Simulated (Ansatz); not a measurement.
H₄OSi, SMILES O[SiH3]: the interaction energy of a dimer with the counterpoise correction, run with Ansatz 0.2.0 through its Python package.

`dimer.py`:
```python
# -*- coding: utf-8 -*-
'''Interaction energy of two H4OSi molecules, with the counterpoise correction.'''

import ansatz as az

FIRST = [
    ('O', (0.6099, -0.9822, 0.3985)),
    ('Si', (-0.0571, 0.3744, -0.1976)),
    ('H', (0.1066, -1.6224, 0.8918)),
    ('H', (-1.1317, 0.0436, -1.1349)),
    ('H', (1.0841, 1.0, -0.8452)),
    ('H', (-0.6118, 1.1866, 0.8873)),
]
SECOND = [
    ('O', (1.3598, 2.6058, 1.9736)),
    ('Si', (2.76, 2.7879, 1.1694)),
    ('H', (1.2684, 2.8321, 2.8939)),
    ('H', (3.1744, 4.1919, 1.1807)),
    ('H', (2.3974, 2.3171, -0.1573)),
    ('H', (3.8117, 1.9815, 1.7919)),
]

def energy(atoms, ghosts=()):
    molecule = az.Crystal.molecule()
    for symbol, xyz in atoms:
        molecule = molecule.atom(symbol, xyz)
    calc = (
        molecule.calculation()
        .basis(gaussian='cc-pVDZ')
        .correlation('mp2')
    )
    deck = calc.input()
    if ghosts:
        deck = deck.set(az.key.basis.gaussian.ghost_atoms, [{'symbol': s, 'position_ang': list(xyz)} for s, xyz in ghosts])
    return az.Session.from_dict(deck).plan().execute().report['free_energy_ev']


def main():
    # ghost atoms carry the functions of the partner
    both = energy(FIRST + SECOND)
    alone = energy(FIRST) + energy(SECOND)
    ghosted = energy(FIRST, SECOND) + energy(SECOND, FIRST)
    print(f'dimer {both:.6f} eV')
    print(f'interaction, uncorrected   {96.485332 * (both - alone):8.3f} kJ/mol')
    print(f'interaction, counterpoise  {96.485332 * (both - ghosted):8.3f} kJ/mol')
    print(f'basis-set superposition    {96.485332 * (alone - ghosted):8.3f} kJ/mol')


if __name__ == '__main__':
    main()
```

How large is the interaction at this pose, and how much of it is basis-set superposition?

Uncorrected it is 7.755 kJ/mol, with the counterpoise correction 15.010 kJ/mol; the difference, 7.25 kJ/mol, is the superposition error. In this basis both values are repulsive.

What the script printed:

```console
$ python dimer.py
dimer -19942.845241 eV
interaction, uncorrected      7.755 kJ/mol
interaction, counterpoise    15.010 kJ/mol
basis-set superposition       7.255 kJ/mol
```

Total energies depend on the basis set; only differences at equal settings carry meaning. The dimer is a generated trial pose of unrelaxed monomers, not a minimum, so the figure is no binding energy, and the basis set is small. It ran for 4.4 s on 1 thread of Intel(R) Xeon(R) 6975P-C (Granite Rapids), with other jobs on the host, peak memory 0.24 GiB.

(A comment or docstring line of the script was reworded after the run, the code is as it ran; lines on the test bed's own set-up are left out of the output.)
